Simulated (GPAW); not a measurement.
# Cs: single point with PBE+D4

Cs, a slab with vacuum:

```
Cs
1.0
     5.23512    0.00000    0.00000
    -1.74504    4.93572    0.00000
     0.00000    0.00000   23.54892
Cs
3
Direct
  0.50000 0.50000 0.31849
  0.00000 0.00000 0.50000
  0.50000 0.50000 0.68151
```

The cell isn't the ideal one: the (1 1 0) slab of Cs, cut from the database cell, not relaxed.

- Program: GPAW 26.7.0
- Task: single point
- Functional: PBE
- Dispersion: D4
- Potentials or basis: GPAW PAW data sets (gpaw-data 1.2.1)
- Cutoff: 450 eV
- Basis: pw
- k mesh: 6 × 6 × 1
- Occupations: fermi-dirac, width 0.05 eV
- Spin: no spin polarisation

```json
{"Largest force": "0.011 eV/Å", "Band gap on the k mesh": "none (metal or under the smearing width)", "Dispersion energy per atom": "-0.051 eV", "Dipole across the slab": "0.00 e·Å", "Work function of the upper face": "2.08 eV", "Work function of the lower face": "2.08 eV"}
```

Forces on the atoms (eV/Å):
```
Cs   0.000  0.000 -0.011
Cs   0.000  0.000  0.000
Cs   0.000  0.000  0.011
```

Levels at points of the mesh, in eV from the Fermi level:
```csv
k point,band 10,band 11,band 12,band 13,band 14,band 15,band 16,band 17,band 18,band 19
"(0.00, 0.00, 0.00)",-10.63,-10.60,-10.57,-1.58,-1.11,-0.43,0.73,0.85,1.51,1.67
"(0.50, 0.00, 0.00)",-10.69,-10.62,-10.59,0.00,0.11,0.12,0.86,0.96,1.08,1.19
"(0.50, 0.50, 0.00)",-10.70,-10.65,-10.61,0.16,0.52,0.63,0.64,0.77,1.39,1.39
```

Run time: 81 s on 1 thread of Arm Neoverse V1 (shared host), peak memory 0.36 GiB.

The run has no spin-orbit coupling, so splittings on Cs are missing.
